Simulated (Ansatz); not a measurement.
# TiO2: the cost of one run

Program: Ansatz 0.2.0. Level of theory: DFT, PBE, plane-wave PAW, default files, scalar-relativistic, as far as a step names no other. These are calculated values, not measurements.

1 further run of the same task is left out (it didn't finish).

**1. The structure to begin with**

The structure is orthorhombic, space group Pbca (No. 61). The conventional cell has a = 5.145 Å, b = 9.185 Å, c = 5.447 Å, α = 90.00°, β = 90.00°, γ = 90.00°. Around Ti (site symmetry 1) lie 6 O at 1.92 to 1.99 Å. Around O (site symmetry 1) lie 3 Ti at 1.96 to 1.99 Å. Around O (site symmetry 1) lie 3 Ti at 1.92 to 1.95 Å.

Structure file:

```
CELL_PARAMETERS angstrom
5.14500 0.00000 0.00000
0.00000 9.18500 0.00000
0.00000 0.00000 5.44700
ATOMIC_POSITIONS crystal
Ti 0.12700 0.12700 0.88700
Ti 0.62700 0.37300 0.11300
Ti 0.87300 0.62700 0.61300
Ti 0.37300 0.87300 0.38700
Ti 0.87300 0.87300 0.11300
Ti 0.37300 0.62700 0.88700
Ti 0.12700 0.37300 0.38700
Ti 0.62700 0.12700 0.61300
O 0.46500 0.23000 0.89500
O 0.96500 0.27000 0.10500
O 0.53500 0.73000 0.60500
O 0.03500 0.77000 0.39500
O 0.53500 0.77000 0.10500
O 0.03500 0.73000 0.89500
O 0.46500 0.27000 0.39500
O 0.96500 0.23000 0.60500
O 0.82000 0.01000 0.84500
O 0.32000 0.49000 0.15500
O 0.18000 0.51000 0.65500
O 0.68000 0.99000 0.34500
O 0.18000 0.99000 0.15500
O 0.68000 0.51000 0.84500
O 0.82000 0.49000 0.34500
O 0.32000 0.01000 0.65500
```

The earlier run gave: gap on the mesh 2.15 eV, largest force 0.824 eV/Å, pressure 5.4 GPa.

Site by site (atoms counted from 1):

```tsv
site	atoms	first shell	V_zz (10²¹ V/m²)	η	C_Q (MHz)
Ti	1, 2, 3, 4, …	6 O at 1.92–1.99 Å	1.38	0.19	8.22 (⁴⁹Ti)
O9	9, 10, 11, 12, …	3 Ti at 1.96–1.99 Å	2.40	0.73	-1.49 (¹⁷O)
O17	17, 18, 19, 20, …	3 Ti at 1.92–1.95 Å	2.11	0.47	-1.30 (¹⁷O)
```

C_Q = eQV_zz/h, which is 24.18 MHz for Q = 1 b and V_zz = 10²¹ V/m²; η = (V_xx − V_yy)/V_zz. Quadrupole moments are those of Pyykkö's year-2017 table.

**2. Ions relaxed at fixed cell**

Input file input.yaml:

```yaml
crystal:
  lattice:
    - [5.145, 0.0, 0.0]
    - [0.0, 9.185, 0.0]
    - [0.0, 0.0, 5.447]
  atoms:
    - { symbol: Ti, position: [0.127, 0.127, 0.887] }
    - { symbol: Ti, position: [0.627, 0.373, 0.113] }
    - { symbol: Ti, position: [0.873, 0.627, 0.613] }
    - { symbol: Ti, position: [0.373, 0.873, 0.387] }
    - { symbol: Ti, position: [0.873, 0.873, 0.113] }
    - { symbol: Ti, position: [0.373, 0.627, 0.887] }
    - { symbol: Ti, position: [0.127, 0.373, 0.387] }
    - { symbol: Ti, position: [0.627, 0.127, 0.613] }
    - { symbol: O, position: [0.465, 0.23, 0.895] }
    - { symbol: O, position: [0.965, 0.27, 0.105] }
    - { symbol: O, position: [0.535, 0.73, 0.605] }
    - { symbol: O, position: [0.035, 0.77, 0.395] }
    - { symbol: O, position: [0.535, 0.77, 0.105] }
    - { symbol: O, position: [0.035, 0.73, 0.895] }
    - { symbol: O, position: [0.465, 0.27, 0.395] }
    - { symbol: O, position: [0.965, 0.23, 0.605] }
    - { symbol: O, position: [0.82, 0.01, 0.845] }
    - { symbol: O, position: [0.32, 0.49, 0.155] }
    - { symbol: O, position: [0.18, 0.51, 0.655] }
    - { symbol: O, position: [0.68, 0.99, 0.345] }
    - { symbol: O, position: [0.18, 0.99, 0.155] }
    - { symbol: O, position: [0.68, 0.51, 0.845] }
    - { symbol: O, position: [0.82, 0.49, 0.345] }
    - { symbol: O, position: [0.32, 0.01, 0.655] }
kpoints:
  mp_grid: { grid: [5, 3, 5] }
scf:
  occupations: { method: fermi_dirac, width: 0.02 }
hamiltonian:
  xc: pbe
  pseudopotentials: { kind: paw }
output:
  forces: true
  stress: true
  populations: true
  efg:
    quadrupole_moments_barn: { Ti: 0.247, O: -0.02558 }
    contact_densities: true
  write_density: true
  write_potential: true
  elf: true
  volumetric_format: npy
relax:
  f_tol: 0.02
  max_steps: 60
```

Command:

```sh
> ansatz run input.yaml --threads 4 --pin off --max-ram 8192MiB --backend cpu --events-out ev --progress --plain --runs-dir out
```

Q: Estimate wall time and peak memory on 4 threads of Arm Neoverse V2, shared host.

About 71 s, with a peak of 1.2 GiB.
